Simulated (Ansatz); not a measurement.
**H₆NOPSi: one species, many methods**

An exercise on one series of results from a longer session: the logs are not shown, and one member is left open.

Method: functionals in def2-TZVPP, the program's frozen cores in correlated methods; program: Ansatz 0.2.0, Gaussian basis.

Levels to be run: LDA (SPW92), PBE-D4, revPBE-D4, BLYP-D4, r2SCAN-D4, B97M-V, PBE0-D4, B3LYP-D4, r2SCANh-D4, r2SCAN0-D4, HSE06-D4, BHLYP-D4, CAM-B3LYP-D4, LC-ωPBE, ωB97X-V, ωB97M-V, B2PLYP, PBE-QIDH; CCSD(T)/def2-SVP; CCSD(T)/def2-TZVPP; MP2/def2-QZVPP; extrapolation to the limit; RPA on PBE.

## The relaxed structure

An earlier PBE0-D4 in a triple-zeta def2 set relaxation fixed the geometry.

SMILES `N[SiH2]OP`, 10 atoms, charge 0, spin multiplicity 1.

Atoms are counted from 1 here; the program's logs count them from 0.

Bond lengths: N1–Si2 1.702 Å, N1–H5 1.006 Å, N1–H6 1.006 Å, Si2–O3 1.658 Å, Si2–H7 1.478 Å, Si2–H8 1.483 Å, O3–P4 1.644 Å, P4–H9 1.426 Å, P4–H10 1.424 Å. Angles: Si2–N1–H5 121.6°, Si2–N1–H6 122.6°, H5–N1–H6 112.0°, N1–Si2–O3 115.9°, N1–Si2–H7 109.2°, N1–Si2–H8 106.5°, O3–Si2–H7 103.5°, O3–Si2–H8 108.4°, H7–Si2–H8 113.6°, Si2–O3–P4 125.5°, O3–P4–H9 99.1°, O3–P4–H10 98.4°, H9–P4–H10 91.9°.

The first run:

The input, in.yaml:

```yaml
crystal:
  periodic: [false, false, false]
  atoms:
    - {symbol: N, position_ang: [-0.755915, 1.615279, 0.394599]}
    - {symbol: Si, position_ang: [0.052445, 0.251578, 1.013352]}
    - {symbol: O, position_ang: [0.816775, -0.706957, -0.103507]}
    - {symbol: P, position_ang: [0.074756, -1.548658, -1.304442]}
    - {symbol: H, position_ang: [-1.697890, 1.557219, 0.046103]}
    - {symbol: H, position_ang: [-0.267061, 2.415333, 0.029591]}
    - {symbol: H, position_ang: [1.152476, 0.698028, 1.893953]}
    - {symbol: H, position_ang: [-0.971490, -0.565319, 1.709031]}
    - {symbol: H, position_ang: [0.805236, -1.041064, -2.418784]}
    - {symbol: H, position_ang: [0.873865, -2.726639, -1.256995]}
basis:
  gaussian: {orbitals: def2-TZVPP}
hamiltonian: {xc: lda}
output: {orbitals: {seedname: orbitals}}
```

The run is started by

```sh
$ ansatz run in.yaml --threads 2 --pin off --events-out ev --progress --plain --max-ram 4352MiB
```

Steps of the session up to this table: LDA; PBE-D4 (GGA); revPBE-D4 (GGA); BLYP-D4 (GGA); r2SCAN-D4 (meta-GGA); B97M-V (meta-GGA); PBE0-D4 (hybrid); B3LYP-D4 (hybrid); r2SCANh-D4 (hybrid); r2SCAN0-D4 (hybrid); HSE06-D4 (hybrid); BHLYP-D4 (hybrid); CAM-B3LYP-D4 (range-separated); LC-ωPBE (range-separated); ωB97X-V (range-separated); ωB97M-V (range-separated); B2PLYP (double hybrid); PBE-QIDH (double hybrid).

One table of the session follows, with a row left open; its other results are not shown here.

It belongs to the step «Frontier levels by functional». 

```
  functional  HOMO (eV)  gap (eV)
 LDA (SPW92)      -5.91      4.64
      PBE-D4      -5.82      4.80
   revPBE-D4      -5.78      4.86
     BLYP-D4      -5.72      4.83
   r2SCAN-D4      -6.08      5.36
      B97M-V      -6.22      5.40
     PBE0-D4      -7.06      6.96
    B3LYP-D4      -6.87      6.55
  r2SCANh-D4      -6.54      6.15
  r2SCAN0-D4      -7.23      7.31
    HSE06-D4      -6.66      6.18
    BHLYP-D4          ?         ?
CAM-B3LYP-D4      -8.43      9.38
     LC-ωPBE      -9.77     11.93
     ωB97X-V      -9.44     11.44
     ωB97M-V      -9.30     11.02
```

Q: Estimate the row for BHLYP-D4 from the others.

Worked estimate for «HOMO (eV)». Against the share of exact exchange, BLYP-D4 (0, -5.72), B3LYP-D4 (0.2, -6.87) give a slope of -5.75 per unit share; at 0.5 the line stands at -8.59.

The run gave: HOMO (eV): -8.21; gap (eV): 9.06. In «HOMO (eV)» the line misses by -0.38.
